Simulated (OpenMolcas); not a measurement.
**Tc⁴⁺ among point charges: CASSCF and CASPT2 levels and susceptibility**

Aim: the splitting of the states of Tc⁴⁺ in the field of 6 point charges, its lowest levels with spin-orbit coupling and its magnetic susceptibility.

The numbers are computed with OpenMolcas 26.06 (state-averaged CASSCF and CASPT2, spin-orbit coupling by RASSI with atomic mean-field integrals), except any that are marked as measured or tabulated.

## (1) What is computed

```
Species                           : Tc⁴⁺ (technetium, Z = 43, 39 electrons)
Basis                             : ANO-RCC-VDZP [6s5p3d1f], 43 functions
Scalar Hamiltonian                : DKH2, point nucleus
Inactive shells                   : 1s 2s 2p 3s 3p 3d 4s 4p
Active space                      : 3 electrons in 5 orbitals (4d)
Some configurations of this space : 4d3
Orbitals                          : optimised for each spin and parity, averaged over all roots
```

The outer shells:

4d3
```
4d [↑ ][↑ ][↑ ][  ][  ]
```

The ion sits among 6 point charges of -1.7 e arranged as an octahedron (Oh), 2.16 Å from the ion.

The work runs as a chain of OpenMolcas steps in one folder; each step below is one input file. Labels, J, g values, rates, χT and fits are worked out afterwards by a script from the matrices that RASSI stores. The input lists half of the charges; inversion (Group=XYZ) makes the rest.

## (2) One- and two-electron integrals

a.inp reads:

```
&GATEWAY
Coord
1

Tc 0.0 0.0 0.0
Basis=ANO-RCC-VDZP
Group=XYZ
NoMove
AngMom=0.0 0.0 0.0
AMFI
XField
3 Angstrom 0
2.160000 0.000000 0.000000 -1.700000
0.000000 2.160000 0.000000 -1.700000
0.000000 0.000000 2.160000 -1.700000
&SEWARD
```

Started as:

```console
> OMP_NUM_THREADS=1 MOLCAS_MEM=1689 MOLCAS_PROJECT=a pymolcas a.inp > a.log
```

## (3) CASSCF: quartets of even parity, 10 roots

a.inp reads:

```
&RASSCF
FileOrb=start.orb
Symmetry=1
Spin=4
nActEl=3 0 0
Inactive=9 9
Ras2=5 0
CIRoot=10 10 1
SDav=10
CIMx=300
Iter=120 100
PrWF=0.3
OrbListing=Nothing
MaxOrb=0
>>> COPY $Project.JobIph JOB001
```

start.orb holds the contracted functions of the basis, ordered by shell, or the orbitals of the step before.

## (4) CASSCF: doublets of even parity, 40 roots

a.inp reads:

```
&RASSCF
FileOrb=start.orb
Symmetry=1
Spin=2
nActEl=3 0 0
Inactive=9 9
Ras2=5 0
CIRoot=40 40 1
SDav=40
CIMx=300
Iter=120 100
PrWF=0.3
OrbListing=Nothing
MaxOrb=0
>>> COPY $Project.JobIph JOB002
```

## (5) RASSI: spin-orbit coupling between the states

a.inp reads:

```
&RASSI
NrOfJobIphs=2 10 40
1 2 3 4 5 6 7 8 9 10
1 2 3 4 5 6 7 8 9 10 11 12 13 14 15 16 17 18 19 20 21 22 23 24 25 26 27
28 29 30 31 32 33 34 35 36 37 38 39 40
IphNames
JOB001
JOB002
EJob
SpinOrbit
DIPRint=1.0
SOCoupling=1000.0
Subsets=2
Property=9
'ANGMOM' 1 'ANGMOM' 2 'ANGMOM' 3 'MLTPL  1' 1 'MLTPL  1' 2 'MLTPL  1' 3
'AMFI' 1 'AMFI' 2 'AMFI' 3
SOProperty=3
'ANGMOM' 1 'ANGMOM' 2 'ANGMOM' 3
```

## (6) CASPT2: IPEA 0.25, imaginary shift 0.1 (closed shells correlated: 4s 4p)

a.inp reads:

```
>>> COPY JOB001 $Project.JobIph
&CASPT2
Multistate=10 1 2 3 4 5 6 7 8 9 10
NoMult
Frozen=8 6
IPEA=0.25
Imaginary=0.1
MaxIter=60
WThr=0.0 0.3 0.05
PrWF=0.5
NoMix
>>> COPY JOB002 $Project.JobIph
&CASPT2
Multistate=40 1 2 3 4 5 6 7 8 9 10 11 12 13 14 15 16 17 18 19 20 21 22
23 24 25 26 27 28 29 30 31 32 33 34 35 36 37 38 39 40
NoMult
Frozen=8 6
IPEA=0.25
Imaginary=0.1
MaxIter=60
WThr=0.0 0.3 0.05
PrWF=0.5
NoMix
```

(Steps that only read results are left out.)

**Question.** What will these runs give? Wanted: spin-free ground state; first state of the same spin within the active space; lowest level; next level.

As calculated:

| quantity | value |
| --- | --- |
| method | SS-CASPT2, IPEA 0.25, imaginary shift 0.1 (closed shells correlated: 4s 4p) |
| spin-free ground state | 4A2, 1-fold in its orbital part |
| first state of the same spin within the active space | 4T2 at 5160 cm⁻¹ |
| lowest level | 4-fold Γ8 |
| next level | 5046.6 cm⁻¹ |
| χT at 300 K | 1.06 cm³ K/mol |
| effective moment at 300 K | 2.91 μB |

Cost by method:

| method | time of its own steps | time with the reference |
| --- | --- | --- |
| A. CASSCF | 8.6 s | 8.6 s |
| B. SS-CASPT2, IPEA 0.25, imaginary shift 0.1, +4s 4p | 2.7 s | 11 s |

Times are of one thread on a shared host.

The spin-free ground state (4A2) comes to 100 % from free-ion F terms and keeps the highest spin of the shell. χT at 300 K is 1.06, against 1.88 cm³ K/mol for the spin alone, so spin-orbit coupling lowers it. CASPT2 does not keep the components of a term degenerate, and the means are used. The field of point charges can differ much from that of real complexes. This is an electrostatic model: the charges have no orbitals.
